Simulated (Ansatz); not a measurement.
# Ge2Sb: the cost of one run

Computed with Ansatz 0.2.0 (DFT PBE, scalar-relativistic, plane waves, PAW, unless a step's input says otherwise).

1 further run of the same task is left out (it didn't finish).

## Step 1: The structure to begin with

The structure is trigonal, space group P-3m1 (No. 164). The conventional cell has a = 3.877 Å, b = 3.877 Å, c = 5.327 Å, α = 90.00°, β = 90.00°, γ = 120.00°. Around Ge (site symmetry 3m) lie 3 Sb at 2.75 Å and 3 Ge at 3.09 Å. Sb (site symmetry -3m) has 6 Ge at 2.75 Å as nearest neighbours.

As a file:

```cif
data_structure
_symmetry_space_group_name_H-M 'P-3m1'
_symmetry_Int_Tables_number 164
_cell_length_a 3.8775
_cell_length_b 3.8775
_cell_length_c 5.3269
_cell_angle_alpha 90.000
_cell_angle_beta 90.000
_cell_angle_gamma 120.000
_cell_volume 69.36
loop_
_atom_site_label
_atom_site_type_symbol
_atom_site_symmetry_multiplicity
_atom_site_Wyckoff_symbol
_atom_site_fract_x
_atom_site_fract_y
_atom_site_fract_z
_atom_site_occupancy
Ge1 Ge 2 d 0.33333 0.66667 0.79982 1
Sb1 Sb 1 b 0.00000 0.00000 0.50000 1
```

A structure generator made this guess: close-packed metal layers stacked AB|A, with sites between them filled layer by layer (P-3m1, No. 164). Its size is a rough estimate.

## Step 2: The guess as it stands, on a coarse mesh

input.yaml

```yaml
crystal:
  lattice:
    - [3.8775, 0.0, 0.0]
    - [-1.93875, 3.3580135, 0.0]
    - [0.0, 0.0, 5.32688939]
  atoms:
    - { symbol: Ge, position: [0.33333333, 0.66666667, 0.79982455] }
    - { symbol: Ge, position: [0.66666667, 0.33333333, 0.20017545] }
    - { symbol: Sb, position: [0.0, 0.0, 0.5] }
basis:
  ecutwfc: 420
kpoints:
  mp_grid: { grid: [6, 6, 4] }
hamiltonian:
  xc: pbe
scf:
  occupations: { method: gaussian, width: 0.1 }
  lower_state_search: "off"
output:
  forces: true
  stress: true
  eigenvalues: true
```

Started as:

```sh
$ ansatz run input.yaml --threads 1 --pin off --max-ram 2048MiB --backend cpu --events-out ev --progress --plain --runs-dir out
```

Q: Estimate wall time and peak memory on 1 thread of Intel Xeon 6975P-C (Granite Rapids), shared host.

About 1.4 s, with a peak of 0.39 GiB.
